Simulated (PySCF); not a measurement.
# Ga₃O⁺: one geometry, several methods

How much do the numbers for Ga₃O⁺ (singlet) hang on the method? All levels run at one geometry, the PBE0 minimum.

Program: PySCF 2.14.0. Level of theory: several methods, basis O def2-SVP, Ga def2-SVP, no relativity, density fitting. These are calculated values, not measurements.

## (1) The system as given

4 atoms, charge 1, spin multiplicity 1.

Bond lengths: O1–Ga2 1.981 Å, O1–Ga3 1.981 Å, O1–Ga4 1.981 Å. Angles: Ga2–O1–Ga3 120.0°, Ga2–O1–Ga4 120.0°, Ga3–O1–Ga4 120.0°.

Z-matrix (Å, degrees; charge 1 multiplicity 1):
```
O
Ga 1 1.9809
Ga 1 1.9809 2 120.00
Ga 1 1.9809 2 120.00 3 180.00
```

## (2) PBE0

The steps are one call of a driver around PySCF; scf.py gives each level's set-up. Each SCF starts from the density of the minimum. The driver also runs the species with one electron less or more at the same geometry (cation multiplicity 2, anion multiplicity 2); their logs are not shown.

scf.py reads:

```python
from pyscf import gto, scf, dft
mol = gto.M(atom='''
O      0.000000    -0.000000     0.000000
Ga     1.980880    -0.000012     0.000000
Ga    -0.990430     1.715498    -0.000000
Ga    -0.990450    -1.715486     0.000000''',
    basis={'O': 'def2-SVP', 'Ga': 'def2-SVP'},
    charge=1, spin=0)
mf = dft.RKS(mol, xc='PBE0')
mf.grids.atom_grid = (99, 590)
aux = {'O': 'def2-universal-JKFIT', 'Ga': 'def2-universal-JKFIT'}
mf = mf.density_fit(auxbasis=aux)
mf.kernel()
```

Log:

```text
init E= -5848.02304545183
  HOMO = -0.428113343904772  LUMO = -0.232248765063646  gap/eV = 5.32975
cycle= 1 E= -5848.02304545201  delta_E= -1.78e-10  |g|= 1.03e-05  |ddm|= 3.71e-05
  HOMO = -0.428112183207872  LUMO = -0.232248344584793  gap/eV = 5.32973
Extra cycle  E= -5848.02304545193  delta_E= 7.55e-11  |g|= 2.14e-05  |ddm|= 2.01e-05
converged SCF energy = -5848.02304545193
```

This level, with the species of one electron less or more, needed 18 s of wall time on 4 threads, shared host.

* energy: -5848.023045 Eh
* one electron less (charge +2): -5847.526592 Eh (doublet, ⟨S²⟩ 0.76)
* one electron more (charge +0): -5848.198918 Eh (doublet, ⟨S²⟩ 0.75)
* Mulliken charge of O1: -0.75 e

## (3) HF

scf.py: that of step 2 with these lines changed.

```diff
@@ -9,2 +9 @@
-mf = dft.RKS(mol, xc='PBE0')
-mf.grids.atom_grid = (99, 590)
+mf = scf.RHF(mol)
```

Log, cut to the lines that bear on the results:

```text
[... the frontier levels of the middle cycles are left out ...]
init E= -5843.67152758758
  HOMO = -0.496120316546261  LUMO = -0.125415267853922  gap/eV = 10.08740
cycle= 1 E= -5843.70400693677  delta_E= -0.0325  |g|= 0.187  |ddm|= 0.555
  HOMO = -0.491833873501249  LUMO = -0.126712690579519  gap/eV = 9.93545
cycle= 2 E= -5843.70780597957  delta_E= -0.0038  |g|= 0.114  |ddm|= 0.321
  HOMO = -0.497910919907687  LUMO = -0.130688515318263  gap/eV = 9.99263
cycle= 3 E= -5843.70921779595  delta_E= -0.00141  |g|= 0.0121  |ddm|= 0.0426
cycle= 4 E= -5843.70930664984  delta_E= -8.89e-05  |g|= 0.0043  |ddm|= 0.0509
cycle= 5 E= -5843.70931162657  delta_E= -4.98e-06  |g|= 0.00137  |ddm|= 0.00373
cycle= 6 E= -5843.70931260085  delta_E= -9.74e-07  |g|= 0.00018  |ddm|= 0.00307
cycle= 7 E= -5843.70931263111  delta_E= -3.03e-08  |g|= 3.4e-05  |ddm|= 0.000464
cycle= 8 E= -5843.70931263221  delta_E= -1.1e-09  |g|= 7.85e-06  |ddm|= 8.34e-05
cycle= 9 E= -5843.70931263231  delta_E= -9.73e-11  |g|= 1.49e-06  |ddm|= 2.38e-05
  HOMO = -0.499609033113197  LUMO = -0.132801202479979  gap/eV = 9.98135
Extra cycle  E= -5843.70931263231  delta_E= 3.64e-12  |g|= 6.96e-07  |ddm|= 2.99e-06
converged SCF energy = -5843.70931263231
```

This level, with the species of one electron less or more, took 5.3 s.

```
energy                        : -5843.709313 Eh
one electron less (charge +2) : -5843.239413 Eh (doublet, ⟨S²⟩ 0.84)
one electron more (charge +0) : -5843.857342 Eh (doublet, ⟨S²⟩ 0.77)
Mulliken charge of O1         : -1.05 e
```

## (4) MP2

scf.py: that of step 3 with these lines changed.

```diff
@@ -12,0 +13,2 @@
+from pyscf.mp import dfmp2
+dfmp2.DFMP2(mf, frozen=28).kernel()  # the driver gives MP2 a fitting basis of its own (RI)
```

The SCF cycles repeat those of step 3.

This level, with the species of one electron less or more, took 5.9 s.

```
energy                                                              : -5844.456663 Eh
one electron less (charge +2)                                       : -5843.957597 Eh (doublet, ⟨S²⟩ 0.84)
one electron more (charge +0)                                       : -5844.617464 Eh (doublet, ⟨S²⟩ 0.77)
MP2 correlation in its own fitting basis (same spin, opposite spin) : -0.74735 Eh (-0.23178, -0.51557)
```

## (5) All levels side by side

| level | vertical ionisation energy (eV) | vertical electron affinity (eV) | wall time |
| --- | --- | --- | --- |
| PBE0 | 13.51 | 4.79 | 18 s |
| HF | 12.79 | 4.03 | 5.3 s |
| MP2 | 13.58 | 4.38 | 5.9 s |

Times are for 4 threads, shared host; PBE0 starts from its own converged density, so its time is not comparable. A dash stands where a species or a free atom was not run at that level, or the quantity is not defined.

## (6) What came out

| quantity | value |
| --- | --- |
| vertical ionisation energy, range | 12.79 (HF) to 13.58 (MP2) eV |
| vertical electron affinity, range | 4.03 (HF) to 4.79 (PBE0) eV |

The vertical ionisation energy spreads over 0.79 eV, from HF to MP2; without a CCSD(T) value for it there is no yardstick here.
